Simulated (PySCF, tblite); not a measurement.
# C₂H₁₂SSi₃, a small molecule taken as a stand-in for a surface group (Si site with back bonds C, C[SiH3], S[SiH3]): NMR shifts, core binding energies and electronic excitations

Aim: the NMR shifts, core binding energies and electronic excitations of `C[SiH](C[SiH3])S[SiH3]`.

Programs: tblite 0.8.0 and PySCF 2.14.0. All values are calculated, for the isolated system unless a continuum is named. Atoms count from 0, parts from 1.

## 1. The system as given

18 atoms, charge 0, multiplicity 1; geometry: distance geometry start.

## 2. Geometry optimisation with GFN2-xTB

The job: settings as JSON, then the geometry in Å.

```
{"job": {"kind": "relax", "xc": "GFN2-xTB", "basis": "xTB"}, "charge": 0, "multiplicity": 1}
Si     1.445408    -0.613801    -0.647932
C      0.130497     0.335949    -1.510152
C      1.865587     0.230903     0.954853
Si     3.496226    -0.306218     1.556120
S      0.812680    -2.637024    -0.258457
Si     0.098151    -3.367852     1.655562
H      2.631926    -0.625923    -1.450099
H     -0.398554     0.917943    -0.816263
H     -0.556255    -0.360431    -1.946314
H      0.536288     0.932495    -2.245070
H      1.865088     1.238044     0.835005
H      1.098230    -0.017848     1.662244
H      3.660062    -1.692521     1.254902
H      3.587592    -0.150371     2.951141
H      4.513102     0.442535     0.904435
H      1.152395    -3.275370     2.590091
H     -0.280213    -4.744833     1.496747
H     -1.006319    -2.598512     2.063584
```

Level: GFN2-xTB geometry optimisation, gas phase.

Command:

```sh
$ OMP_NUM_THREADS=1 python cluster_run.py task.json out
```

The driver reads the jobs from task.json and runs them one after another.

**Question.** The jobs that follow are: PBE0-D3(BJ)/def2-SVP geometry optimisation, gas phase; GIAO PBE0/pcSseg-1 NMR shielding, non-relativistic, gas phase; delta-SCF UKS SCAN, pcX-2 on the ionised atom, pcseg-1 elsewhere, spin-free X2C; TDDFT CAM-B3LYP/def2-SVPD, vertical, gas phase, core orbitals frozen in the response. Predict: point group; rotational constants (main isotopes); 13C shifts against TMS (PBE0/pcSseg-1); 1H shifts against TMS (PBE0/pcSseg-1); 29Si shifts against TMS (PBE0/pcSseg-1); 33S shifts against CS2 (PBE0/pcSseg-1); Si2p binding energies, SCAN/pcX-2 (standing for 2 of 3 atoms); C1s binding energies, SCAN/pcX-2; S2p binding energies, SCAN/pcX-2; lowest singlet (CAM-B3LYP/def2-SVPD); brightest single state of those computed; lowest triplet; vertical ionisation energy (ΔSCF).

The runs gave:

| quantity | value |
| --- | --- |
| point group | C1 |
| rotational constants (main isotopes) | 1.55, 1.08, 0.81 GHz |
| 13C shifts against TMS (PBE0/pcSseg-1) | 0.8, -7.5 ppm |
| 1H shifts against TMS (PBE0/pcSseg-1) | 4.88, 4.60, 4.56, 4.55, 4.05, 3.99, 3.93, 0.77, 0.35, 0.20, 0.01, -0.20 ppm |
| 29Si shifts against TMS (PBE0/pcSseg-1) | 5.0, -58.2, -69.2 ppm |
| 33S shifts against CS2 (PBE0/pcSseg-1) | -304 ppm |
| Si2p binding energies, SCAN/pcX-2 (standing for 2 of 3 atoms) | Si0 106.97, Si3 106.79 eV |
| C1s binding energies, SCAN/pcX-2 | C1 290.24, C2 289.93 eV |
| S2p binding energies, SCAN/pcX-2 | S4 168.85 eV |
| lowest singlet (CAM-B3LYP/def2-SVPD) | 6.14 eV (202 nm), f = 0.020 |
| brightest single state of those computed | state 6, 7.52 eV, f = 0.072 |
| lowest triplet | 5.74 eV |
| vertical ionisation energy (ΔSCF) | 9.21 eV |

In words: The start of the PBE0/def2-SVP relaxation was shaken at random by about 0.01 Å, so part of the energy gained, and of the first lengths quoted, undoes that. Relaxing lowered the energy by 0.302 eV in 10 steps; the close pair that moved most is C2–Si3, from 1.951 to 1.886 Å (PBE0/def2-SVP). No frequency check was run at this level, so the end point may be a saddle. Hydrogens of an XH3 group are listed apart at this fixed geometry; free rotation makes them one line at their mean. At SCAN/pcX-2: Si0 (silicon bonded to 2 C, S, H) binds its Si2p electron 0.18 eV more tightly than Si3 (silicon bonded to C, 3 H). Only 2 of the 3 Si atoms are covered by sound results. At SCAN/pcX-2: C1 (carbon bonded to Si, 3 H) binds its C1s electron 0.31 eV more tightly than C2 (carbon bonded to 2 Si, 2 H). The lowest singlet, at 6.14 eV, is HOMO→LUMO 0.68, HOMO→LUMO+1 0.22 and is weak; of the 6 states computed, the strongest absorption comes from state 6 at 7.52 eV (the last computed, so partners may be missing). The lowest triplet lies 0.40 eV below the lowest singlet (triplets in Tamm-Dancoff, singlets in full TDDFT). ΔSCF puts the ionisation energy at 9.21 eV, 0.65 eV above −ε(HOMO). A capped cluster stands for the solid here, so long-range fields and strain are missing, and bands or shifts of the capping hydrogens have no counterpart in it.
